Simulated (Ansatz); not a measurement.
**CH3AgF3PS: basis-set convergence**

The task here is to estimate one member of a computed series from the others.

Computed with Ansatz 0.2.0, Gaussian basis. Level: one geometry, several basis sets.

The runs, in order: PBE0-D4/def2-SVP; ωB97M-V/def2-SVP; PBE0-D4/def2-QZVPP; ωB97M-V/def2-QZVPP; the functionals' def2-TZVPP values are taken from earlier runs.

### The geometry

An earlier PBE0-D4 in a triple-zeta def2 set relaxation fixed the geometry. Ag takes the def2 core potential; no spin-orbit term is included.

SMILES `C[S][Ag-][P+](F)(F)F`, 10 atoms, charge 0, spin multiplicity 1.

Atoms are counted from 1 here; the program's logs count them from 0.

Bond lengths: C1–S2 1.821 Å, C1–H8 1.090 Å, C1–H9 1.091 Å, C1–H10 1.090 Å, S2–Ag3 2.302 Å, Ag3–P4 2.302 Å, P4–F5 1.549 Å, P4–F6 1.550 Å, P4–F7 1.549 Å. Angles: S2–C1–H8 111.8°, S2–C1–H9 107.0°, S2–C1–H10 111.8°, H8–C1–H9 108.3°, H8–C1–H10 109.4°, H9–C1–H10 108.3°, C1–S2–Ag3 104.9°, S2–Ag3–P4 178.1°, Ag3–P4–F5 118.8°, Ag3–P4–F6 119.0°, Ag3–P4–F7 116.9°, F5–P4–F6 99.2°, F5–P4–F7 99.7°, F6–P4–F7 99.5°.

Set-up of the first run:

in.yaml reads:

```yaml
crystal:
  periodic: [false, false, false]
  atoms:
    - {symbol: C, position_ang: [0.485597, -2.179298, 1.550096]}
    - {symbol: S, position_ang: [1.680107, -1.363531, 0.443645]}
    - {symbol: Ag, position_ang: [0.514487, 0.383388, -0.497961]}
    - {symbol: P, position_ang: [-0.590098, 2.146654, -1.481869]}
    - {symbol: F, position_ang: [-0.582488, 2.262067, -3.026996]}
    - {symbol: F, position_ang: [-0.166447, 3.593683, -1.123699]}
    - {symbol: F, position_ang: [-2.113331, 2.253965, -1.220486]}
    - {symbol: H, position_ang: [-0.371663, -2.570565, 1.002950]}
    - {symbol: H, position_ang: [1.005121, -3.016863, 2.017863]}
    - {symbol: H, position_ang: [0.138705, -1.509500, 2.336457]}
basis:
  gaussian: {orbitals: def2-SVP}
hamiltonian: {xc: pbe0, dispersion: d4}
output: {orbitals: {seedname: orbitals}}
```

Launch:

```sh
ansatz run in.yaml --threads 2 --pin off --events-out ev --progress --plain --max-ram 32768MiB --backend cpu
```

Steps of the session up to this table: PBE0-D4 in def2-SVP; ωB97M-V in def2-SVP; PBE0-D4 in def2-QZVPP; ωB97M-V in def2-QZVPP.

One of the session's tables, all rows but one given; the rest of the session is left out.

It belongs to the step «Functionals by basis». 

```
functional       basis  HOMO (eV)  LUMO (eV)
   PBE0-D4    def2-SVP      -5.66      -1.63
   PBE0-D4  def2-TZVPP      -5.79      -1.77
   PBE0-D4  def2-QZVPP          ?          ?
   ωB97M-V    def2-SVP      -7.68       0.03
   ωB97M-V  def2-TZVPP      -7.85      -0.08
   ωB97M-V  def2-QZVPP      -7.91      -0.23
```

Q: Estimate the row for PBE0-D4, def2-QZVPP from the others.

As computed: HOMO (eV): -5.83; LUMO (eV): -1.80. In the column «HOMO (eV)» it lies between ωB97M-V, def2-SVP (-7.68) and PBE0-D4, def2-TZVPP (-5.79).
